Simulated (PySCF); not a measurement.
# B2H5NO: the cost of one run

Programs: PySCF 2.14.0, with density-fitted response routines of our own. Each step states its level of theory. These are calculated values for one molecule in the gas phase, unless marked as measured. Atoms count from 0, in the outputs and in this text.

## (1) The molecule as given

9 atoms, charge 0, multiplicity 1; geometry from: GFN2-xTB. The atoms were then displaced at random by about 0.01 Å, so the start is not that level's minimum.

Bonds of the start (Å): B0–O1 1.27, O1–B2 1.31, B2–N3 1.44, B0–H4 1.21, B0–H5 1.19, B2–H6 1.19, N3–H7 0.99, N3–H8 1.01.

## (2) Optimising the geometry at PBE0-D3(BJ)/def2-SVP

The job: settings as JSON, then the geometry in Å.

```
{"job": {"xc": "PBE0", "basis": "def2-SVP", "d3": "d3bj", "grid": 1, "shake": 0.01, "kind": "geom"}, "charge": 0, "multiplicity": 1}
B     -1.845270     0.052320    -0.005890
O     -0.597930     0.303720     0.015290
B      0.690790     0.526050     0.042420
N      1.645780    -0.543690     0.100110
H     -2.425090    -0.051360    -1.059040
H     -2.478430    -0.000770     1.000560
H      1.132300     1.629350     0.038480
H      2.624690    -0.432810     0.123430
H      1.310970    -1.499960     0.138160
```

The run is started by

```sh
OMP_NUM_THREADS=1 python probes_run.py task.json out
```

One launch serves the whole session: the jobs run in the order shown.

Q: Estimate the wall time and peak memory of this first job on 1 thread of Arm Neoverse V1, shared host.

About 58 s, with a peak of 0.34 GiB.
